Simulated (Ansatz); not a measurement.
# NO2F (nitryl fluoride): CCSD(T)/cc-pVTZ

What is the electronic atomisation energy of NO2F (nitryl fluoride) at CCSD(T)/cc-pVTZ? 

Program for the calculation: Ansatz 0.2.0.

36 further runs of the same task are left out: 36 set aside as unsound or not needed.

### 1 The molecule

NO2F: 4 atoms, total charge 0, spin state singlet. As SMILES, `O=[N+]([O-])F`. Geometry: relaxed at PBE0-D4/def2-TZVP.

Bond lengths: O1–N2 1.170 Å, N2–O3 1.170 Å, N2–F4 1.442 Å. Angles: O1–N2–O3 135.6°, O1–N2–F4 112.2°, O3–N2–F4 112.2°.

### 2 The energy at CCSD(T)/cc-pVTZ

job.yaml reads:

```yaml
crystal:
  periodic: [false, false, false]
  atoms:
    - {symbol: O, position_ang: [0.188290, 0.469930, 1.120250]}
    - {symbol: "N", position_ang: [0.079720, -0.071800, 0.089140]}
    - {symbol: O, position_ang: [0.476580, -1.068680, -0.376880]}
    - {symbol: F, position_ang: [-0.744590, 0.670550, -0.832510]}
basis:
  gaussian:
    orbitals: cc-pVTZ
correlation:
  method: ccsd_t
  frozen_orbitals: {F: 1, "N": 1, O: 1}
accuracy: high
scf:
  omitted_lower_state_checks: [cluster_reference, increment]
```

On the command line:

```console
ansatz run job.yaml --threads 1 --pin off --max-ram 3480MiB --events-out events.jsonl --progress --plain --runs-dir runs
```

Standard output (excerpt; [...] marks lines left out):

```text
Warning: RAYON_NUM_THREADS=1 ignored (pool sized by the plan → 1); use --threads N
Functional definition: HF
  name "HF"
[...]
2042 factors; integrals over basis functions are off by at most 3.0e-9 eV
[...]
mean field -8259.54127008 eV, -303.5325431574 hartree, gradient 2.8e-8 eV, S^2 0.000000; 0 other end points of the search recorded, 0 dependent functions left out; unrestricted orbitals would lower it
4 core orbitals not correlated: weight in the atoms' cores, before any rotation towards them, 1.000 or more for the frozen orbitals, at most 0.000 for the correlated occupied ones
reference -8259.54127008 eV, -303.5325431574 hartree; 12, 12 occupied and 104, 104 virtual orbitals, 2042 factors
second order -25.84198771 eV of doubles, -0.00000000 eV of singles
cycle   1  -24.22577577 eV  change     1.6e0 eV  update   1.5e-1
[...]
cycle  23  -25.23461287 eV  change   -1.8e-9 eV  update  5.2e-10
perturbative correction -1.23273475 eV, -0.0453021663 hartree
Total energy: -8286.00861770 eV, -304.5052002420 hartree
Checks for a lower state left out: cluster_reference, increment
```

Run time: 24 s. Hardware: 1 thread of Arm Neoverse V2, shared host; peak memory 0.9 GiB.

### 3 The F atom at the same level

molecule.yaml reads:

```yaml
crystal:
  periodic: [false, false, false]
  atoms:
    - symbol: F
      position_ang: [0.000000, 0.000000, 0.000000]
basis:
  gaussian: {orbitals: cc-pVTZ}
scf: {omitted_lower_state_checks: [cluster_reference, increment]}
accuracy: high
correlation: {method: ccsd_t, frozen_orbitals: {F: 1}}
magnetization: {spin_polarized: true, initial_magnetization: 1}
```

On the command line:

```console
ansatz run molecule.yaml --threads 1 --pin off --max-ram 3480MiB --events-out events.jsonl --progress --plain --runs-dir runs
```

Standard output (excerpt; [...] marks lines left out):

```text
Warning: RAYON_NUM_THREADS=1 ignored (pool sized by the plan → 1); use --threads N
Functional definition: HF
  name "HF"
[...]
299 factors; integrals over basis functions are off by at most 2.7e-9 eV
[...]
mean field -2704.96213194 eV, -99.4055248597 hartree, gradient 1.1e-8 eV, S^2 0.753414; 3 other end points of the search recorded, 0 dependent functions left out
1 core orbitals not correlated: weight in the atoms' cores, before any rotation towards them, 1.000 or more for the frozen orbitals, at most 0.000 for the correlated occupied ones
reference -2704.96213194 eV, -99.4055248597 hartree; 4, 3 occupied and 25, 26 virtual orbitals, 299 factors
second order -5.43780329 eV of doubles, -0.00000000 eV of singles
cycle   1  -5.66482770 eV  change   -2.3e-1 eV  update   2.3e-2
[...]
cycle  16  -5.74829167 eV  change   1.3e-10 eV  update  1.5e-10
perturbative correction -0.09769044 eV, -0.0035900574 hartree
Total energy: -2710.80811405 eV, -99.6203607395 hartree
Checks for a lower state left out: cluster_reference, increment
```

It took 0.38 s on 1 thread of Arm Neoverse V2, shared host.

### 4 The N atom, same level

molecule.yaml reads:

```yaml
crystal:
  periodic: [false, false, false]
  atoms:
    - {symbol: N, position_ang: [0.000000, 0.000000, 0.000000]}
basis:
  gaussian:
    orbitals: cc-pVTZ
magnetization:
  spin_polarized: true
  initial_magnetization: 3
correlation:
  method: ccsd_t
  frozen_orbitals: {"N": 1}
accuracy: high
scf:
  omitted_lower_state_checks: [cluster_reference, increment]
```

On the command line:

```console
ansatz run molecule.yaml --threads 1 --pin off --max-ram 3480MiB --events-out events.jsonl --progress --plain --runs-dir runs
```

Standard output (excerpt; [...] marks lines left out):

```text
Warning: RAYON_NUM_THREADS=1 ignored (pool sized by the plan → 1); use --threads N
Functional definition: HF
  name "HF"
[...]
299 factors; integrals over basis functions are off by at most 2.3e-9 eV
[...]
mean field -1480.31808441 eV, -54.4006862065 hartree, gradient 3.1e-8 eV, S^2 3.756090; 0 other end points of the search recorded, 0 dependent functions left out
1 core orbitals not correlated: weight in the atoms' cores, before any rotation towards them, 1.000 or more for the frozen orbitals, at most 0.000 for the correlated occupied ones
reference -1480.31808441 eV, -54.4006862065 hartree; 4, 1 occupied and 25, 28 virtual orbitals, 299 factors
second order -2.61040288 eV of doubles, -0.00000000 eV of singles
cycle   1  -2.94621172 eV  change   -3.4e-1 eV  update   2.9e-2
[...]
cycle  14  -3.04075452 eV  change  -4.2e-10 eV  update  4.9e-10
perturbative correction -0.06191901 eV, -0.0022754816 hartree
Total energy: -1483.42075794 eV, -54.5147073556 hartree
Checks for a lower state left out: cluster_reference, increment
```

Wall time 0.26 s (1 thread of Arm Neoverse V2, shared host).

### 5 The O atom at the same level

job.yaml reads:

```yaml
crystal:
  periodic: [false, false, false]
  atoms:
    - {symbol: O, position_ang: [0.000000, 0.000000, 0.000000]}
basis:
  gaussian:
    orbitals: cc-pVTZ
correlation:
  method: ccsd_t
  frozen_orbitals: {O: 1}
accuracy: high
magnetization:
  spin_polarized: true
  initial_magnetization: 2
scf:
  omitted_lower_state_checks: [cluster_reference, increment]
```

On the command line:

```console
ansatz run job.yaml --threads 1 --pin off --max-ram 3480MiB --events-out events.jsonl --progress --plain --runs-dir runs
```

Standard output (excerpt; [...] marks lines left out):

```text
Warning: RAYON_NUM_THREADS=1 ignored (pool sized by the plan → 1); use --threads N
Functional definition: HF
  name "HF"
[...]
299 factors; integrals over basis functions are off by at most 2.4e-9 eV
[...]
mean field -2035.73160512 eV, -74.8117566196 hartree, gradient 1.9e-8 eV, S^2 2.007200; 3 other end points of the search recorded, 0 dependent functions left out
1 core orbitals not correlated: weight in the atoms' cores, before any rotation towards them, 1.000 or more for the frozen orbitals, at most 0.000 for the correlated occupied ones
reference -2035.73160512 eV, -74.8117566196 hartree; 4, 2 occupied and 25, 27 virtual orbitals, 299 factors
second order -3.89519463 eV of doubles, -0.00000000 eV of singles
cycle   1  -4.23890650 eV  change   -3.4e-1 eV  update   2.6e-2
[...]
cycle  17  -4.33460385 eV  change   2.0e-10 eV  update  3.6e-11
perturbative correction -0.07922466 eV, -0.0029114527 hartree
Total energy: -2040.14543363 eV, -74.9739618258 hartree
Checks for a lower state left out: cluster_reference, increment
```

It took 0.36 s on 1 thread of Arm Neoverse V2, shared host.

### 6 Outcome

Level: CCSD(T)/cc-pVTZ, 4 core orbitals frozen.

| quantity | value |
| --- | --- |
| molecule: total energy | -304.50520 Eh |
| molecule: correlation energy (4 core orbitals frozen) | -972.7 mEh |
| molecule: (T) correction | -45.30 mEh |
| molecule: T1 diagnostic | 0.018 |
| F atom: total energy | -99.62036 Eh |
| F atom: correlation energy (1 core orbital frozen) | -214.8 mEh |
| F atom: (T) correction | -3.59 mEh |
| F atom: ⟨S²⟩ of the reference determinant | 0.753 |
| F atom: T1 diagnostic | 0.005 |
| N atom: total energy | -54.51471 Eh |
| N atom: correlation energy (1 core orbital frozen) | -114.0 mEh |
| N atom: (T) correction | -2.28 mEh |
| N atom: ⟨S²⟩ of the reference determinant | 3.756 |
| N atom: T1 diagnostic | 0.005 |
| O atom: total energy | -74.97396 Eh |
| O atom: correlation energy (1 core orbital frozen) | -162.2 mEh |
| O atom: (T) correction | -2.91 mEh |
| O atom: ⟨S²⟩ of the reference determinant | 2.007 |
| O atom: T1 diagnostic | 0.005 |
| electronic atomisation energy | 11.489 eV |

In words: Taking the molecule apart into free atoms costs 11.49 eV (265 kcal/mol), before zero-point energy and without spin-orbit coupling. The restricted solution (molecule) is unstable to spin breaking: an unrestricted one lies lower. The triples (molecule) make up 4.7 % of the correlation energy. The triples (F atom) make up 1.7 % of the correlation energy. The triples (N atom) make up 2.0 % of the correlation energy. The triples (O atom) make up 1.8 % of the correlation energy.
